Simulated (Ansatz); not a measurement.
**ClH₃NOSV: one species, many methods**

One table from this session's results is given with a row withheld; the runs are named, their logs left out.

Program: Ansatz 0.2.0, Gaussian basis. Level of theory: functionals in def2-TZVPP, the program's frozen cores in correlated methods. These are calculated values, not measurements.

The runs, in order: LDA (SPW92), PBE-D4, revPBE-D4, BLYP-D4, r2SCAN-D4, B97M-V, PBE0-D4, B3LYP-D4, r2SCANh-D4, r2SCAN0-D4, HSE06-D4, BHLYP-D4, CAM-B3LYP-D4, LC-ωPBE, ωB97X-V, ωB97M-V, B2PLYP, PBE-QIDH; CCSD(T)/def2-SVP; CCSD(T)/def2-TZVPP; MP2/def2-QZVPP; extrapolation to the limit; RPA on PBE.

## The relaxed structure

All runs share one geometry, relaxed beforehand with PBE0-D4 in a triple-zeta def2 set.

SMILES `[NH2][V]([OH])(=[S])[Cl]`, 8 atoms, charge 0, spin multiplicity 1.

Atoms are counted from 1 here; the program's logs count them from 0.

Bond lengths: N1–V2 1.801 Å, N1–H6 1.008 Å, N1–H7 1.013 Å, V2–O3 1.747 Å, V2–S4 1.992 Å, V2–Cl5 2.166 Å, O3–H8 0.961 Å. Angles: V2–N1–H6 127.7°, V2–N1–H7 119.7°, H6–N1–H7 112.6°, N1–V2–O3 109.6°, N1–V2–S4 106.5°, N1–V2–Cl5 109.4°, O3–V2–S4 112.5°, O3–V2–Cl5 108.7°, S4–V2–Cl5 110.1°, V2–O3–H8 124.6°.

The first run:

Contents of in.yaml:

```yaml
crystal:
  periodic: [false, false, false]
  atoms:
    - {symbol: N, position_ang: [-0.876208, 1.005856, 0.316994]}
    - {symbol: V, position_ang: [0.369872, -0.130211, -0.316341]}
    - {symbol: O, position_ang: [0.650948, -1.400422, 0.849904]}
    - {symbol: S, position_ang: [-0.327381, -0.826427, -2.047427]}
    - {symbol: Cl, position_ang: [2.223504, 0.942617, -0.636500]}
    - {symbol: H, position_ang: [-1.683527, 1.366698, -0.166259]}
    - {symbol: H, position_ang: [-0.822831, 1.324152, 1.276862]}
    - {symbol: H, position_ang: [0.557823, -2.339364, 0.666867]}
basis:
  gaussian: {orbitals: def2-TZVPP}
hamiltonian: {xc: lda}
output: {orbitals: {seedname: orbitals}}
```

Started as:

```console
> ansatz run in.yaml --threads 2 --pin off --events-out ev --progress --plain --max-ram 22528MiB --backend cpu
```

Among the steps run: LDA; PBE-D4 (GGA); revPBE-D4 (GGA); BLYP-D4 (GGA); r2SCAN-D4 (meta-GGA); B97M-V (meta-GGA); PBE0-D4 (hybrid); B3LYP-D4 (hybrid); r2SCANh-D4 (hybrid); r2SCAN0-D4 (hybrid); HSE06-D4 (hybrid); BHLYP-D4 (hybrid); CAM-B3LYP-D4 (range-separated); LC-ωPBE (range-separated); ωB97X-V (range-separated); ωB97M-V (range-separated); B2PLYP (double hybrid); PBE-QIDH (double hybrid).

One table of the session follows, with a row left open; its other results are not shown here.

It belongs to the step «Frontier levels by functional». 

```
  functional  HOMO (eV)  LUMO (eV)  gap (eV)
 LDA (SPW92)      -6.80      -4.03      2.77
      PBE-D4      -6.65      -3.83      2.82
   revPBE-D4      -6.59      -3.76      2.83
     BLYP-D4      -6.48      -3.70      2.78
   r2SCAN-D4      -6.95      -3.87      3.08
      B97M-V      -7.00      -3.85      3.15
     PBE0-D4      -7.88      -3.04      4.84
    B3LYP-D4      -7.63      -3.24      4.39
  r2SCANh-D4      -7.40      -3.55      3.86
  r2SCAN0-D4      -8.08      -3.05      5.03
    HSE06-D4      -7.48      -3.42      4.07
    BHLYP-D4      -8.94      -2.05      6.89
CAM-B3LYP-D4      -9.15      -1.97      7.19
     LC-ωPBE     -10.50      -0.96      9.55
     ωB97X-V     -10.15      -0.95      9.20
     ωB97M-V          ?          ?         ?
```

Q: Estimate the row for ωB97M-V from the others.

**Answer.** HOMO (eV): -10.00; LUMO (eV): -0.89; gap (eV): 9.11. In the column «HOMO (eV)» it lies between ωB97X-V (-10.15) and CAM-B3LYP-D4 (-9.15).
